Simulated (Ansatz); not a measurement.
# HfH2F2: the cost of one run

Program: Ansatz 0.2.0. Level of theory: DFT PBE, scalar-relativistic, plane waves, PAW. These are calculated values, not measurements.

**1. The structure to begin with**

Symmetry: I4/mmm, No. 139, tetragonal system. The conventional cell has a = 2.956 Å, b = 2.956 Å, c = 12.172 Å, α = 90.00°, β = 90.00°, γ = 90.00°. Hf (site symmetry 4/mmm) is surrounded by 8 H at 2.74 Å and 4 Hf at 2.96 Å. H (site symmetry 4mm) is surrounded by 4 F at 1.95 Å and 4 Hf at 2.74 Å. Around F (site symmetry -4m2) lie 4 H at 1.95 Å and 4 F at 2.09 Å.

As a file:

```
CELL_PARAMETERS angstrom
-1.47822 1.47822 6.08580
1.47822 -1.47822 6.08580
1.47822 1.47822 -6.08580
ATOMIC_POSITIONS crystal
Hf 0.00000 0.00000 0.00000
H 0.64578 0.64578 0.00000
H 0.35422 0.35422 0.00000
F 0.75000 0.25000 0.50000
F 0.25000 0.75000 0.50000
```

The cell is invented: species swapped into a database cell of KFe2As2 (I4/mmm, No. 139), with Hf on the K sites, F on the Fe sites and H on the As sites. Its size is a rough estimate.

**2. Probe: one point on a coarse mesh**

input.yaml

```yaml
crystal:
  lattice:
    - [-1.47821747, 1.47821747, 6.08580291]
    - [1.47821747, -1.47821747, 6.08580291]
    - [1.47821747, 1.47821747, -6.08580291]
  atoms:
    - { symbol: Hf, position: [0.0, 0.0, 0.0] }
    - { symbol: H, position: [0.6457786, 0.6457786, 0.0] }
    - { symbol: H, position: [0.3542214, 0.3542214, 0.0] }
    - { symbol: F, position: [0.75, 0.25, 0.5] }
    - { symbol: F, position: [0.25, 0.75, 0.5] }
basis:
  ecutwfc: 420
kpoints:
  mp_grid: { grid: [8, 8, 8] }
hamiltonian:
  xc: pbe
scf:
  occupations: { method: gaussian, width: 0.1 }
  lower_state_search: "off"
output:
  forces: true
  stress: true
  eigenvalues: true
```

Launch:

```sh
$ ansatz run input.yaml --threads 1 --pin off --max-ram 2560MiB --backend cpu --events-out ev --progress --plain --runs-dir out
```

Q: Estimate wall time and peak memory on 1 thread of Arm Neoverse V1, shared host.

About 5.6 s, with a peak of 0.35 GiB.
